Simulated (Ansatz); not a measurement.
**One shape, several levels: doublet [SnCl2]+**

Wanted: a comparison of 6 runs (UHF/STO-3G, UHF/3-21G, U-r2SCAN0/def2-SVP, U-revPBE/def2-SVP, UB3LYP/def2-SVP, UCCSD/def2-SVP) of doublet [SnCl2]+. 

The results are computed with Ansatz 0.2.0.

32 further runs of the same task are left out: 32 set aside as unsound or not needed.

### Step 1. The molecule

[SnCl2]+: 3 atoms, total charge +1, spin state doublet. SMILES of the parent species: `[Cl][Sn][Cl]`. The shape is that of a PBE0-D4/def2-TZVP optimisation. That shape belongs to the parent species and isn't relaxed for this state.

Bond lengths: Cl1–Sn2 2.363 Å, Sn2–Cl3 2.363 Å. Angles: Cl1–Sn2–Cl3 98.4°.

### Step 2. A single-point energy at UHF/STO-3G (run 1)

Input file molecule.yaml:

```yaml
crystal:
  periodic: [false, false, false]
  atoms:
    - {symbol: Cl, position_ang: [1.154200, 1.220700, 0.756000]}
    - {symbol: Sn, position_ang: [-0.796900, 0.518900, -0.376600]}
    - {symbol: Cl, position_ang: [-0.368200, -1.804500, -0.392600]}
basis:
  gaussian: {orbitals: STO-3G}
total_charge: 1
magnetization: {spin_polarized: true, initial_magnetization: 1}
hamiltonian: {xc: hf}
accuracy: high
output: {orbitals: {seedname: orbitals}}
```

The run is started by

```bash
$ ansatz run molecule.yaml --threads 1 --pin off --max-ram 3480MiB --events-out events.jsonl --progress --plain --runs-dir runs
```

The log of the run:

```text
Warning: RAYON_NUM_THREADS=1 ignored (pool sized by the plan → 1); use --threads N
Functional definition: HF
  name "HF"
  exchange = exact_x
  correlation = 0
824 factors; integrals over basis functions are off by at most 8.4e-9 eV
mean field evaluation 1: about -187001.6552 eV, gradient 1.5e1 eV
mean field evaluation 2: about -187001.7093 eV, gradient 1.5e1 eV
mean field evaluation 4: about -187005.8568 eV, gradient 1.3e0 eV
mean field evaluation 8: about -187005.8954 eV, gradient 2.8e-5 eV
mean field evaluation 16: about -187003.0393 eV, gradient 1.3e0 eV
mean field -187005.89540745 eV, -6872.3398990752 hartree, gradient 1.1e-8 eV, S^2 0.761173; 0 other end points of the search recorded, 0 dependent functions left out
reference -187005.89540745 eV, -6872.3398990752 hartree; 42, 41 occupied and 3, 4 virtual orbitals, 824 factors
Total energy: -187005.89540745 eV, -6872.3398990752 hartree
```

Run time: 1.6 s. Hardware: 1 thread of Arm Neoverse V1, shared host; peak memory 0.16 GiB.

### Step 3. A single-point energy at UHF/3-21G (run 2)

Input file in.yaml:

```yaml
crystal:
  periodic: [false, false, false]
  atoms:
    - {symbol: Cl, position_ang: [1.154200, 1.220700, 0.756000]}
    - {symbol: Sn, position_ang: [-0.796900, 0.518900, -0.376600]}
    - {symbol: Cl, position_ang: [-0.368200, -1.804500, -0.392600]}
basis:
  gaussian:
    orbitals: 3-21G-spherical.json
output: {orbitals: {seedname: orbitals}}
accuracy: high
magnetization:
  spin_polarized: true
  initial_magnetization: 1
hamiltonian:
  xc: hf
total_charge: 1
```

The basis set 3-21G is read from a file made from the Basis Set Exchange's data (not shown).

The run is started by

```bash
$ ansatz run in.yaml --threads 1 --pin off --max-ram 3480MiB --events-out events.jsonl --progress --plain --runs-dir runs
```

The log of the run:

```text
Warning: RAYON_NUM_THREADS=1 ignored (pool sized by the plan → 1); use --threads N
[... 4 set-up lines as earlier in the session ...]
1149 factors; integrals over basis functions are off by at most 4.3e-9 eV
mean field evaluation 1: about -188044.1598 eV, gradient 2.1e1 eV
mean field evaluation 2: about -188044.1941 eV, gradient 2.1e1 eV
mean field evaluation 4: about -188048.1182 eV, gradient 1.7e0 eV
mean field evaluation 8: about -188048.1914 eV, gradient 1.4e-3 eV
mean field evaluation 16: about -188046.7911 eV, gradient 6.3e0 eV
mean field evaluation 32: about -188039.2536 eV, gradient 2.4e1 eV
mean field evaluation 64: about -188045.0285 eV, gradient 1.2e0 eV
mean field -188048.19204722 eV, -6910.6435940929 hartree, gradient 1.7e-8 eV, S^2 0.783855; 1 other end points of the search recorded, 0 dependent functions left out
reference -188048.19204722 eV, -6910.6435940929 hartree; 42, 41 occupied and 15, 16 virtual orbitals, 1149 factors
Total energy: -188048.19204722 eV, -6910.6435940929 hartree
```

Run time: 3.9 s. Hardware: 1 thread of Arm Neoverse V1, shared host; peak memory 0.22 GiB.

Runs 3 to 5 aren't shown in full; the table further down has their settings and results.

### Step 4. The energy at UCCSD/def2-SVP (core potential) (run 6)

Input file run.yaml:

```yaml
crystal:
  periodic: [false, false, false]
  atoms:
    - symbol: Cl
      position_ang: [1.154200, 1.220700, 0.756000]
    - symbol: Sn
      position_ang: [-0.796900, 0.518900, -0.376600]
    - symbol: Cl
      position_ang: [-0.368200, -1.804500, -0.392600]
basis:
  gaussian:
    orbitals: def2-SVP
total_charge: 1
scf:
  omitted_lower_state_checks: [cluster_reference, increment]
magnetization:
  spin_polarized: true
  initial_magnetization: 1
correlation:
  method: ccsd
  frozen_orbitals: {Cl: 5, Sn: 4}
accuracy: high
```

The run is started by

```bash
$ ansatz run run.yaml --threads 1 --pin off --max-ram 3480MiB --events-out events.jsonl --progress --plain --runs-dir runs
```

The log of the run, shortened:

```text
Warning: RAYON_NUM_THREADS=1 ignored (pool sized by the plan → 1); use --threads N
[... 2 set-up lines as earlier in the session ...]
[...]
1268 factors; integrals over basis functions are off by at most 6.3e-9 eV
[...]
mean field -30798.47896557 eV, -1131.8232260260 hartree, gradient 3.3e-8 eV, S^2 0.796305; 4 other end points of the search recorded, 0 dependent functions left out
14 core orbitals not correlated: weight in the atoms' cores, before any rotation towards them, 1.000 or more for the frozen orbitals, at most 0.000 for the correlated occupied ones
reference -30798.47896557 eV, -1131.8232260260 hartree; 14, 13 occupied and 34, 35 virtual orbitals, 1268 factors
second order -9.06041321 eV of doubles, -0.00000000 eV of singles
cycle   1  -9.60652559 eV  change   -5.5e-1 eV  update   9.3e-2
[...]
cycle  27  -9.96315416 eV  change   -1.5e-9 eV  update   2.5e-9
Total energy: -30808.44211974 eV, -1132.1893651883 hartree
Checks for a lower state left out: cluster_reference, increment
```

Wall time 9 s (1 thread of Arm Neoverse V1, shared host); peak memory 0.27 GiB.

### Step 5. All runs side by side

| run | level | core potential | frozen core orbitals | energy (Eh) | HOMO energy (eV) | LUMO energy (eV) | ⟨S²⟩ | wall time |
| --- | --- | --- | --- | --- | --- | --- | --- | --- |
| 1 | UHF/STO-3G | none | – | -6872.339899 | -15.51 | -6.40 | 0.761 | 1.6 s |
| 2 | UHF/3-21G | none | – | -6910.643594 | -17.58 | -9.04 | 0.784 | 3.9 s |
| 3 | U-r2SCAN0/def2-SVP (core potential) | def2-SVP | – | -1134.132336 | -14.81 | -12.16 | 0.765 | 26 s |
| 4 | U-revPBE/def2-SVP (core potential) | def2-SVP | – | -1134.037661 | -13.23 | -12.80 | 0.753 | 19 s |
| 5 | UB3LYP/def2-SVP (core potential) | def2-SVP | – | -1134.250925 | -14.25 | -12.39 | 0.757 | 9.9 s |
| 6 | UCCSD/def2-SVP (core potential) | def2-SVP | 14 | -1132.189365 | – | – | 0.796 | 9 s |

### Step 6. Outcome

| quantity | value |
| --- | --- |
| run 6: total energy | -1132.18937 Eh |
| run 6: correlation energy (14 core orbitals frozen) | -366.1 mEh |
| run 6: ⟨S²⟩ of the reference determinant | 0.796 |
| run 6: T1 diagnostic | 0.020 |

What this shows: Totals of different functionals can't be ranked against each other. Some runs of one species differ in core potentials or relativity; totals across that change don't compare. In run 1 the basis is minimal, so the values are rough. In runs 1, 2 relativity is left out where basis or elements ask for it. All runs together took 69 s, the longest 26 s.
